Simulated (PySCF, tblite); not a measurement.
# C₇H₅NP−: geometry, infrared bands and NMR shifts

Aim: predict the infrared bands and NMR shifts of C₇H₅NP− (`C#C[P-]c1ccncc1`).

Programs: tblite 0.8.0 and PySCF 2.14.0, with density-fitted response routines of our own. Each step states its level of theory. These are calculated values for one molecule in the gas phase, unless marked as measured. Atoms are numbered from 0 throughout.

**1. The starting structure**

14 atoms, charge -1, multiplicity 1; geometry from: force field or distance geometry start.

Bonds of the start (Å): C0–C1 1.22, C1–P2 1.81, P2–C3 1.83, C3–C4 1.38, C4–C5 1.39, C5–N6 1.35, N6–C7 1.36, C7–C8 1.38, C8–C3 1.40, C0–H9 1.05, C4–H10 1.09, C5–H11 1.08, C7–H12 1.09, C8–H13 1.08.

**2. Geometry optimisation with GFN2-xTB**

Job settings and geometry (Å):

```
{"job": {"kind": "relax", "xc": "GFN2-xTB", "basis": "xTB"}, "charge": -1, "multiplicity": 1}
C      4.099100    -0.327600    -0.105500
C      3.076900     0.327300    -0.165200
P      1.552000     1.307200    -0.229800
C     -0.103300     0.545000    -0.080300
C     -1.236100     1.337100    -0.131400
C     -2.469800     0.716900    -0.015100
N     -2.618900    -0.608700     0.166900
C     -1.487600    -1.351400     0.234600
C     -0.212800    -0.836600     0.116600
H      4.984600    -0.895900    -0.055800
H     -1.184000     2.410000    -0.285800
H     -3.391500     1.285800    -0.054500
H     -1.656400    -2.419500     0.388200
H      0.646900    -1.490100     0.170000
```

Started as:

```
OMP_NUM_THREADS=1 python probes_run.py task.json out
```

One launch serves the whole session: the jobs run in the order shown.

**Question.** This job is followed by: GFN2-xTB harmonic vibrations, gas phase; GIAO PBE0/pcSseg-1 NMR shielding, non-relativistic, gas phase. What will the session give for the following? strongest single infrared mode (GFN2-xTB); zero-point energy (GFN2-xTB); 13C shifts against TMS (PBE0/pcSseg-1, means over atoms taken as alike); 1H shifts against TMS (PBE0/pcSseg-1, means over atoms taken as alike); 31P shifts against H3PO4 (PBE0/pcSseg-1); 15N shifts against NH3 (PBE0/pcSseg-1).

The runs gave:

| quantity | value |
| --- | --- |
| strongest single infrared mode (GFN2-xTB) | 1591 cm⁻¹, 661 km/mol |
| zero-point energy (GFN2-xTB) | 58.7 kcal/mol |
| 13C shifts against TMS (PBE0/pcSseg-1, means over atoms taken as alike) | 184.2, 149.8, 125.6, 106.9, 98.9 ppm |
| 1H shifts against TMS (PBE0/pcSseg-1, means over atoms taken as alike) | 7.45, 7.14, 3.22 ppm |
| 31P shifts against H3PO4 (PBE0/pcSseg-1) | -86.2 ppm |
| 15N shifts against NH3 (PBE0/pcSseg-1) | 300.2 ppm |

What this shows: Over 42 steps the energy fell by 0.648 eV; of the close pairs, C1–P2 changed most, 1.814 to 1.746 Å. No mode is imaginary among the 36: a minimum at this level. The strongest single mode, at 1591 cm⁻¹, is spread over several atoms, C5, C7, C4, C8 among them. Unscaled tight-binding wavenumbers are off by several per cent, some by more. Its intensities can rank the bands wrongly. At PBE0/pcSseg-1: Shielding is most anisotropic at N6 (span 570 ppm, paramagnetic term -367 ppm).
